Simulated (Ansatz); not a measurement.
**C2H6SSi: basis-set convergence**

How large a basis does C2H6SSi need? Two functionals are run in growing sets.

Computed with Ansatz 0.2.0, Gaussian basis. Level: one geometry, several basis sets.

The runs, in order: PBE0-D4/def2-SVP; ωB97M-V/def2-SVP; PBE0-D4/def2-QZVPP; ωB97M-V/def2-QZVPP; the functionals' def2-TZVPP values are taken from earlier runs.

## 1. Structure used throughout

An earlier PBE0-D4 in a triple-zeta def2 set relaxation fixed the geometry.

SMILES `C1CS[SiH2]1`, 10 atoms, charge 0, spin multiplicity 1.

Atoms are counted from 1 here; the program's logs count them from 0.

Bond lengths: C1–C2 1.542 Å, C1–Si4 1.879 Å, C1–H5 1.090 Å, C1–H6 1.092 Å, C2–S3 1.854 Å, C2–H7 1.090 Å, C2–H8 1.090 Å, S3–Si4 2.136 Å, Si4–H9 1.487 Å, Si4–H10 1.489 Å. Angles: C2–C1–Si4 93.6°, C2–C1–H5 113.9°, C2–C1–H6 111.0°, Si4–C1–H5 118.4°, Si4–C1–H6 110.9°, H5–C1–H6 108.3°, C1–C2–S3 103.3°, C1–C2–H7 114.1°, C1–C2–H8 112.1°, S3–C2–H7 109.7°, S3–C2–H8 108.8°, H7–C2–H8 108.7°, C2–S3–Si4 77.4°, C1–Si4–S3 83.1°, C1–Si4–H9 118.1°, C1–Si4–H10 115.6°, S3–Si4–H9 116.2°, S3–Si4–H10 114.9° and more.

## 2. PBE0-D4 in def2-SVP

Input file in.yaml:

```yaml
crystal:
  periodic: [false, false, false]
  atoms:
    - {symbol: C, position_ang: [-0.708806, 0.271305, -0.357525]}
    - {symbol: C, position_ang: [-0.102445, -1.142085, -0.473432]}
    - {symbol: S, position_ang: [1.169414, -1.170939, 0.875224]}
    - {symbol: Si, position_ang: [0.674939, 0.903137, 0.746107]}
    - {symbol: H, position_ang: [-0.872890, 0.762370, -1.317144]}
    - {symbol: H, position_ang: [-1.657027, 0.247663, 0.182869]}
    - {symbol: H, position_ang: [-0.819404, -1.948677, -0.319703]}
    - {symbol: H, position_ang: [0.396547, -1.296862, -1.429905]}
    - {symbol: H, position_ang: [0.304589, 1.571733, 2.022117]}
    - {symbol: H, position_ang: [1.698082, 1.751254, 0.074292]}
basis:
  gaussian: {orbitals: def2-SVP}
hamiltonian: {xc: pbe0, dispersion: d4}
output: {orbitals: {seedname: orbitals}}
```

Launch:

```sh
> ansatz run in.yaml --threads 2 --pin off --events-out ev --progress --plain --max-ram 4352MiB
```

The runs that follow: ωB97M-V in def2-SVP; PBE0-D4 in def2-QZVPP; ωB97M-V in def2-QZVPP.

Q: Predict the results of all the runs planned. Wanted: PBE0-D4: double and triple zeta above quadruple; ωB97M-V: double and triple zeta above quadruple.

The runs gave:

| quantity | value |
| --- | --- |
| PBE0-D4: double and triple zeta above quadruple | 9.67, 0.72 eV |
| ωB97M-V: double and triple zeta above quadruple | 9.75, 0.68 eV |

In words: PBE0-D4 gains 8.95 eV from double to triple zeta, then 0.72 eV more. These are total energies; as a rule much of such shifts cancels in differences, which this series doesn't test. The LUMO of ωB97M-V is positive and keeps falling with the basis (2.12 to 1.16 eV): an unbound level that the basis holds in place.
